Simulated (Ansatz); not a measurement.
# GaNH2 (singlet): wave-function methods side by side, cc-pVTZ

One table from this session's results is given with a row withheld; the runs are named, their logs left out.

Method: cc-pVTZ, core rule «outside noble gas», up to 15 orbitals frozen; program: Ansatz 0.2.0, Gaussian basis.

To be run: UHF; CCSD(T) on RHF; CCSD(T) on UHF; BCCD(T) on RHF; CCSDT(Q) on RHF; CCSDT(Q) on UHF; CASSCF and MRCISD+Q, 10 electrons in 10 orbitals; CASSCF and NEVPT2, 10 electrons in 10 orbitals.

12 further runs of the same task are left out: 8 for a known fault of the program, 4 set aside as unsound or not needed.

### The geometry

The geometry is a PBE0/def2-TZVP stationary point (not a proven minimum) of the parent state, kept for this charge and spin. No spin-orbit coupling is included. The filled d shell of Ga may be among the frozen orbitals whatever the setting's name suggests; the logs give the count.

4 atoms, charge 0, spin multiplicity 1.

Atoms are counted from 1 here; the program's logs count them from 0.

Bond lengths: N1–Ga2 1.923 Å, Ga2–H3 1.565 Å, Ga2–H4 1.565 Å. Angles: N1–Ga2–H3 117.6°, N1–Ga2–H4 117.6°, H3–Ga2–H4 124.7°.

The first run:

in.yaml reads:

```yaml
crystal:
  periodic: [false, false, false]
  atoms:
    - {symbol: N, position_ang: [0.000000, 0.000000, 1.625834]}
    - {symbol: Ga, position_ang: [0.000000, 0.000000, -0.297041]}
    - {symbol: H, position_ang: [0.000000, 1.386306, -1.022870]}
    - {symbol: H, position_ang: [0.000000, -1.386306, -1.022870]}
basis:
  gaussian: {orbitals: cc-pVTZ}
magnetization: {spin_polarized: true, initial_magnetization: 0}
hamiltonian: {xc: hf}
output: {orbitals: {seedname: orbitals}}
```

Launch:

```console
> ansatz run in.yaml --threads 1 --pin off --events-out ev --progress --plain --max-ram 4096MiB --backend cpu
```

Steps of the session up to this table: UHF; CCSD(T) on RHF; CCSD(T) on UHF; BCCD(T) on RHF; CCSDT(Q) on RHF; CCSDT(Q) on UHF; CASSCF and MRCISD+Q, 10 electrons in 10 orbitals; CASSCF and NEVPT2, 10 electrons in 10 orbitals.

One table of the session follows, with a row left open; its other results are not shown here.

| method | from RCCSDT(Q) (kcal/mol) |
| --- | --- |
| RHF | +178.77 |
| UHF | +142.63 |
| RMP2 | +34.34 |
| UMP2 | +13.48 |
| RCCSD | +9.46 |
| UCCSD | -11.17 |
| RCCSD(T) | +2.75 |
| UCCSD(T) | -18.20 |
| BCCD(T) | +2.70 |
| RCCSDT | +0.90 |
| UCCSDT | -26.91 |
| RCCSDT(Q) | 0 |
| UCCSDT(Q) | -29.10 |
| CASSCF valence | +111.74 |
| NEVPT2 valence | ? |
| MRCISD valence | +9.87 |
| MRCISD+Q valence | +3.69 |

**Question.** Estimate the row for NEVPT2 valence.

The run gave: from RCCSDT(Q) (kcal/mol): +28.12. In the column «from RCCSDT(Q) (kcal/mol)» it lies between UMP2 (+13.48) and RMP2 (+34.34).

The program flags UCCSD(T), UCCSDT(Q) as in doubt (see the logs), so those rows may rest on another solution; read them beside their warnings.

Limits of these values: The determinant is far from a pure spin state, so its energy mixes those of several spin states (harmless only where they are near-degenerate, as at dissociation). The program flags UCCSD(T), UCCSDT(Q) as in doubt, so those rows may rest on another solution; read them beside their warnings. Warnings: restricted reference is unstable; spin contamination; large T1 diagnostic. Restricted and unrestricted rows rest on different reference determinants; where their highest levels disagree by more than a few hundredths of an eV, they describe different states and don't form one ladder.
